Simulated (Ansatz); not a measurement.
# Os: energy and stress against strain

This session takes Os and sets out to see how energy and stress answer to the strain pattern (0, 0, 0, 0, 0, 1).

Program: Ansatz 0.2.0. Level of theory: DFT r2SCAN, scalar-relativistic, plane waves, PAW. These are calculated values, not measurements.

### 1 The structure to begin with

The structure is cubic, space group Fm-3m (No. 225). The conventional cell has a = 3.890 Å, b = 3.890 Å, c = 3.890 Å, α = 90.00°, β = 90.00°, γ = 90.00°. Os (site symmetry m-3m) is surrounded by 12 Os at 2.75 Å.

Structure file:

```cif
data_structure
_symmetry_space_group_name_H-M 'Fm-3m'
_symmetry_Int_Tables_number 225
_cell_length_a 3.8900
_cell_length_b 3.8900
_cell_length_c 3.8900
_cell_angle_alpha 90.000
_cell_angle_beta 90.000
_cell_angle_gamma 90.000
_cell_volume 58.86
loop_
_atom_site_label
_atom_site_type_symbol
_atom_site_symmetry_multiplicity
_atom_site_Wyckoff_symbol
_atom_site_fract_x
_atom_site_fract_y
_atom_site_fract_z
_atom_site_occupancy
Os1 Os 4 a 0.00000 0.00000 0.00000 1
```

No relaxation comes first: the listed cell is the starting point.

### 2 The reference cell

The reference gives a free energy of -11397.4454 eV, pressure -16.89 GPa, largest force 0.000 eV/Å and gap on the mesh none (metal). It was computed beforehand with the settings of the runs below.

### 3 The scan: energy and stress against strain

The cell is strained by ε times the Voigt pattern (0, 0, 0, 0, 0, 1) (xx, yy, zz, yz, xz, xy; engineering shear), with fractional coordinates fixed (clamped ions). The stress on the pattern is the sum of the stress components weighted by it, tension positive.

### 4 ε = -0.1000

input.yaml reads:

```yaml
crystal:
  lattice:
    - [-0.09725, 1.945, 1.945]
    - [1.945, -0.09725, 1.945]
    - [1.84775, 1.84775, 0.0]
  atoms:
    - { symbol: Os, position: [0.0, 0.0, 0.0] }
basis:
  ecutwfc: 500
kpoints:
  mp_grid: { grid: [20, 20, 20] }
hamiltonian:
  xc: r2scan
scf:
  occupations: { method: gaussian, width: 0.15 }
output:
  forces: true
  stress: true
  eigenvalues: true
```

Launch:

```bash
$ ansatz run input.yaml --threads 1 --pin off --max-ram 2560MiB --backend cpu --events-out ev --progress --plain --runs-dir out
```

### 5 ε = 0.0750

Edit input.yaml of step 4 so:

```diff
@@ -2,5 +2,5 @@
   lattice:
-    - [-0.09725, 1.945, 1.945]
-    - [1.945, -0.09725, 1.945]
-    - [1.84775, 1.84775, 0.0]
+    - [0.0729375, 1.945, 1.945]
+    - [1.945, 0.0729375, 1.945]
+    - [2.0179375, 2.0179375, 0.0]
   atoms:
```

### 6 Point ε = -0.0500

Edit input.yaml of step 5 so:

```diff
@@ -2,5 +2,5 @@
   lattice:
-    - [0.0729375, 1.945, 1.945]
-    - [1.945, 0.0729375, 1.945]
-    - [2.0179375, 2.0179375, 0.0]
+    - [-0.048625, 1.945, 1.945]
+    - [1.945, -0.048625, 1.945]
+    - [1.896375, 1.896375, 0.0]
   atoms:
```

### 7 At ε = 0.0250

Edit input.yaml of step 6 so:

```diff
@@ -2,5 +2,5 @@
   lattice:
-    - [-0.048625, 1.945, 1.945]
-    - [1.945, -0.048625, 1.945]
-    - [1.896375, 1.896375, 0.0]
+    - [0.0243125, 1.945, 1.945]
+    - [1.945, 0.0243125, 1.945]
+    - [1.9693125, 1.9693125, 0.0]
   atoms:
```

### 8 At ε = 0.0875

Edit input.yaml of step 7 so:

```diff
@@ -2,5 +2,5 @@
   lattice:
-    - [0.0243125, 1.945, 1.945]
-    - [1.945, 0.0243125, 1.945]
-    - [1.9693125, 1.9693125, 0.0]
+    - [0.08509375, 1.945, 1.945]
+    - [1.945, 0.08509375, 1.945]
+    - [2.03009375, 2.03009375, 0.0]
   atoms:
```

### 9 At ε = 0.0625

Edit input.yaml of step 8 so:

```diff
@@ -2,5 +2,5 @@
   lattice:
-    - [0.08509375, 1.945, 1.945]
-    - [1.945, 0.08509375, 1.945]
-    - [2.03009375, 2.03009375, 0.0]
+    - [0.06078125, 1.945, 1.945]
+    - [1.945, 0.06078125, 1.945]
+    - [2.00578125, 2.00578125, 0.0]
   atoms:
@@ -19 +19,5 @@
   eigenvalues: true
+  write_density: true
+  write_potential: true
+  elf: true
+  volumetric_format: npy
```

### 10 ε = 0.0375

input.yaml reads:

```yaml
crystal:
  lattice:
    - [0.03646875, 1.945, 1.945]
    - [1.945, 0.03646875, 1.945]
    - [1.98146875, 1.98146875, 0.0]
  atoms:
    - { symbol: Os, position: [0.0, 0.0, 0.0] }
basis:
  ecutwfc: 500
kpoints:
  mp_grid: { grid: [20, 20, 20] }
hamiltonian:
  xc: r2scan
scf:
  occupations: { method: gaussian, width: 0.15 }
output:
  forces: true
  stress: true
  eigenvalues: true
```

### 11 Point ε = 0.0125

Edit input.yaml of step 10 so:

```diff
@@ -2,5 +2,5 @@
   lattice:
-    - [0.03646875, 1.945, 1.945]
-    - [1.945, 0.03646875, 1.945]
-    - [1.98146875, 1.98146875, 0.0]
+    - [0.01215625, 1.945, 1.945]
+    - [1.945, 0.01215625, 1.945]
+    - [1.95715625, 1.95715625, 0.0]
   atoms:
```

(Steps that only read results are left out.)

**Question.** What will these runs give? Wanted: slope of the stress at ε = 0, from the points at -0.0500, 0 and 0.0125.

**Answer**, as computed:

| quantity | value |
| --- | --- |
| slope of the stress at ε = 0, from the points at -0.0500, 0 and 0.0125 | 281 GPa |

**Reading.** From the stress slope, C66 is about 281 GPa with the ions clamped. The step is wide, so higher orders mix in. The reference stands under -16.9 GPa, so this is no zero-stress constant. No sampled point lies below the undisturbed cell. Spin-orbit coupling is left out for Os.
